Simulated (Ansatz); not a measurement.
# BrH3InN: basis-set convergence

An exercise on one series of results from a longer session: the logs are not shown, and one member is left open.

Method: one geometry, several basis sets; program: Ansatz 0.2.0, Gaussian basis.

Plan: PBE0-D4/def2-SVP; ωB97M-V/def2-SVP; PBE0-D4/def2-QZVPP; ωB97M-V/def2-QZVPP; the functionals' def2-TZVPP values are taken from earlier runs.

### The relaxed structure

The geometry comes from an earlier relaxation with PBE0-D4 in a triple-zeta def2 set; it is a stationary point. In takes the def2 core potential; no spin-orbit term is included.

6 atoms, charge 0, spin multiplicity 1.

Atoms are counted from 1 here; the program's logs count them from 0.

Bond lengths: N1–In2 1.996 Å, N1–H4 1.008 Å, N1–H5 1.007 Å, In2–Br3 2.479 Å, In2–H6 1.695 Å. Angles: In2–N1–H4 118.8°, In2–N1–H5 121.5°, H4–N1–H5 111.0°, N1–In2–Br3 109.9°, N1–In2–H6 130.2°, Br3–In2–H6 119.6°.

The first run:

File in.yaml:

```yaml
crystal:
  periodic: [false, false, false]
  atoms:
    - {symbol: N, position_ang: [-0.008243, -0.627768, -0.999879]}
    - {symbol: In, position_ang: [0.179975, 0.651575, 0.520675]}
    - {symbol: Br, position_ang: [-0.078690, -0.549636, 2.673512]}
    - {symbol: H, position_ang: [-0.429607, -1.527175, -0.827971]}
    - {symbol: H, position_ang: [-0.204757, -0.309016, -1.935198]}
    - {symbol: H, position_ang: [0.583222, 2.298121, 0.522661]}
basis:
  gaussian: {orbitals: def2-SVP}
hamiltonian: {xc: pbe0, dispersion: d4}
output: {orbitals: {seedname: orbitals}}
```

Among the steps run: PBE0-D4 in def2-SVP; ωB97M-V in def2-SVP; PBE0-D4 in def2-QZVPP; ωB97M-V in def2-QZVPP.

One table of the session follows, with a row left open; its other results are not shown here.

It belongs to the step «Functionals by basis». 

| functional | basis | HOMO (eV) |
| --- | --- | --- |
| PBE0-D4 | def2-SVP | -7.26 |
| PBE0-D4 | def2-TZVPP | -7.46 |
| PBE0-D4 | def2-QZVPP | -7.50 |
| ωB97M-V | def2-SVP | ? |
| ωB97M-V | def2-TZVPP | -9.79 |
| ωB97M-V | def2-QZVPP | -9.83 |

**Question.** Estimate the row for ωB97M-V, def2-SVP.

As computed: HOMO (eV): -9.55. In the column «HOMO (eV)» it lies between ωB97M-V, def2-TZVPP (-9.79) and PBE0-D4, def2-QZVPP (-7.50).
